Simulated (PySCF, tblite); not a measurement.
# C5H9NO3Si: geometry, infrared bands and NMR shifts

Wanted: the infrared bands and NMR shifts of C5H9NO3Si (`CO[Si@@](N)(O)c1ccco1`), by calculation.

The runs use tblite 0.8.0 and PySCF 2.14.0, with density-fitted response routines of our own; the level of theory stands in each step. All values are computed, except where a source is named. Atoms count from 0, in the outputs and in this text.

## (1) Starting geometry

19 atoms, charge 0, multiplicity 1; geometry from: force field or distance geometry start.

Bonds of the start (Å): C0–O1 1.37, O1–Si2 1.70, Si2–N3 1.78, Si2–O4 1.70, Si2–C5 1.84, C5–C6 1.39, C6–C7 1.40, C7–C8 1.38, C8–O9 1.31, O9–C5 1.31, C0–H10 1.08, C0–H11 1.13, C0–H12 1.13, N3–H13 1.03, N3–H14 1.02, O4–H15 0.98, C6–H16 1.09, C7–H17 1.08, C8–H18 1.09.

## (2) Relaxing the molecule with GFN2-xTB

What the job is given:

```
{"job": {"kind": "relax", "xc": "GFN2-xTB", "basis": "xTB"}, "charge": 0, "multiplicity": 1}
C     -2.478100     1.246200    -0.470400
O     -2.095200     0.490700     0.607700
Si    -0.949900    -0.726400     0.295500
N     -0.814700    -1.685400     1.786800
O     -1.427700    -1.822000    -0.916900
C      0.716300    -0.048900    -0.083500
C      1.900100    -0.419900     0.547300
C      2.909000     0.343100    -0.045400
C      2.298100     1.125600    -1.004300
O      1.013900     0.859500    -0.974800
H     -2.183000     0.886300    -1.448600
H     -3.601800     1.354000    -0.401600
H     -2.114000     2.307300    -0.338000
H     -0.731100    -1.026200     2.575400
H     -0.068400    -2.381500     1.769100
H     -1.168100    -1.488300    -1.803500
H      1.997500    -1.151500     1.345200
H      3.961700     0.311100     0.186500
H      2.825700     1.835600    -1.634000
```

The run is started by

```bash
OMP_NUM_THREADS=1 python probes_run.py task.json out
```

The driver reads the jobs from task.json and runs them one after another.

**Question.** This job is followed by: GFN2-xTB harmonic vibrations, gas phase; GIAO PBE0/pcSseg-1 NMR shielding, non-relativistic, gas phase. Predict these results of the whole session: strongest single infrared mode (GFN2-xTB); zero-point energy (GFN2-xTB); 13C shifts against TMS (PBE0/pcSseg-1); 1H shifts against TMS (PBE0/pcSseg-1, means over atoms taken as alike); 17O shifts against H2O (PBE0/pcSseg-1); 29Si shifts against TMS (PBE0/pcSseg-1); 15N shifts against NH3 (PBE0/pcSseg-1).

**Answer**, as computed:

```
                                                              quantity                                   value
                             strongest single infrared mode (GFN2-xTB)                    935 cm⁻¹, 234 km/mol
                                          zero-point energy (GFN2-xTB)                           88.0 kcal/mol
                                13C shifts against TMS (PBE0/pcSseg-1)    160.7, 152.0, 126.6, 115.7, 53.8 ppm
1H shifts against TMS (PBE0/pcSseg-1, means over atoms taken as alike)  7.74, 7.00, 6.63, 4.21, 1.68, 0.75 ppm
                                17O shifts against H2O (PBE0/pcSseg-1)                   314.9, 47.7, 35.8 ppm
                               29Si shifts against TMS (PBE0/pcSseg-1)                               -55.0 ppm
                                15N shifts against NH3 (PBE0/pcSseg-1)                                27.9 ppm
```

**Reading.** Over 288 steps the energy fell by 0.866 eV; of the close pairs, O1–Si2 changed most, 1.700 to 1.623 Å. No mode is imaginary among the 51: a minimum at this level. The strongest single mode, at 935 cm⁻¹, moves mainly Si2 and N3. Unscaled tight-binding wavenumbers are off by several per cent, some by more. Its intensities can rank the bands wrongly. At PBE0/pcSseg-1: The largest span, 393 ppm, is at O9, where the paramagnetic term is -378 ppm. NICS(1)zz of -28 ppm above the planar ring from C5 marks a diatropic (aromatic) ring current.
